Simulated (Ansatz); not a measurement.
# CoF (triplet): from Hartree-Fock to the top rungs, def2-QZVPP

An exercise on one series of results from a longer session: the logs are not shown, and one member is left open.

The runs use Ansatz 0.2.0, Gaussian basis; def2-QZVPP, core rule «outside noble gas», up to 10 orbitals frozen.

Plan: UHF; ROHF; CCSD(T) on UHF.

## What is computed

The geometry is a PBE0/def2-TZVP stationary point (not a proven minimum) of the parent state, kept for this charge and spin.

2 atoms, charge 0, spin multiplicity 3.

Atoms are counted from 1 here; the program's logs count them from 0.

Bond lengths: Co1–F2 1.776 Å.

Set-up of the first run:

in.yaml reads:

```yaml
crystal:
  periodic: [false, false, false]
  atoms:
    - {symbol: Co, position_ang: [0.000000, 0.000000, 0.000000]}
    - {symbol: F, position_ang: [0.000000, 0.000000, 1.775600]}
basis:
  gaussian: {orbitals: "def2-QZVPP.json"}
magnetization: {spin_polarized: true, initial_magnetization: 2}
hamiltonian: {xc: hf}
output: {orbitals: {seedname: orbitals}}
```

The run is started by

```
ansatz run in.yaml --threads 1 --pin off --events-out ev --progress --plain --max-ram 4096MiB --backend cpu
```

Steps of the session up to this table: UHF; ROHF; CCSD(T) on UHF.

One of the session's tables, all rows but one given; the rest of the session is left out.

```
  method  from UCCSD(T) (meV)
    ROHF             +17338.5
     UHF             +15215.4
    UMP2                    ?
   UCCSD               +522.7
UCCSD(T)                    0
```

Q: Estimate the row for UMP2 from the others.

As computed: from UCCSD(T) (meV): +633.5. In the column «from UCCSD(T) (meV)» it lies between UCCSD (+522.7) and UHF (+15215.4).

The program flags UCCSD(T) as in doubt (see the logs), so the zero of the table is itself unsure.

Caveats from the session: The determinant is far from a pure spin state, so its energy mixes those of several spin states (harmless only where they are near-degenerate, as at dissociation). The program flags UCCSD(T) as in doubt, so the zero of the table is itself unsure.
